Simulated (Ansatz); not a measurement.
Crystal: Cs3Pt.

```xyz
4
Lattice="5.7777 0.0000 0.0000 0.0000 5.7777 0.0000 0.0000 0.0000 5.7777" Properties=species:S:1:pos:R:3 pbc="T T T"
Pt    2.8888    2.8888    2.8888
Cs    2.8888    0.0000    0.0000
Cs    0.0000    2.8888    0.0000
Cs    0.0000    0.0000    2.8888
```

The cell comes from a database or a generator and needn't be the stable form of this composition.

| Property | Result |
| --- | --- |
| Program | Ansatz 0.2.0 |
| Task | single point |
| Functional | PBE |
| Potentials or basis | Ansatz PAW |
| Cutoff | 420 eV (not typed: the program's choice for these potentials) |
| k mesh | 5 × 5 × 5 |
| Occupations | fermi-dirac, width 0.05 eV |
| Spin | no spin polarisation |

On this cell: pressure -0.2 GPa; largest force zero by symmetry; band gap on the k mesh none (metal or under the smearing width).

The same run follows on a disturbed copy (atoms moved at random, drawn with an rms of 0.05 Å):

```
Pt Cs
1.0
     5.77765    0.00000    0.00000
     0.00000    5.77765    0.00000
     0.00000    0.00000    5.77765
Pt Cs
1 3
Cartesian
  2.9491 2.8764 2.9198
  2.9345 -0.0117 -0.0133
  -0.0307 2.8860 -0.0482
  -0.0166 0.0054 2.8818
```

Question: What changes?

Answer: The energy (extrapolated to zero smearing) moves by +0.4 meV/atom; pressure -0.2 GPa; largest force 0.096 eV/Å; band gap on the k mesh none (metal or under the smearing width).

Forces in eV/Å, atoms in the order of the input:
```
Pt   0.036 -0.002  0.019
Cs  -0.096  0.004 -0.001
Cs   0.031 -0.003  0.006
Cs   0.028  0.001 -0.024
```
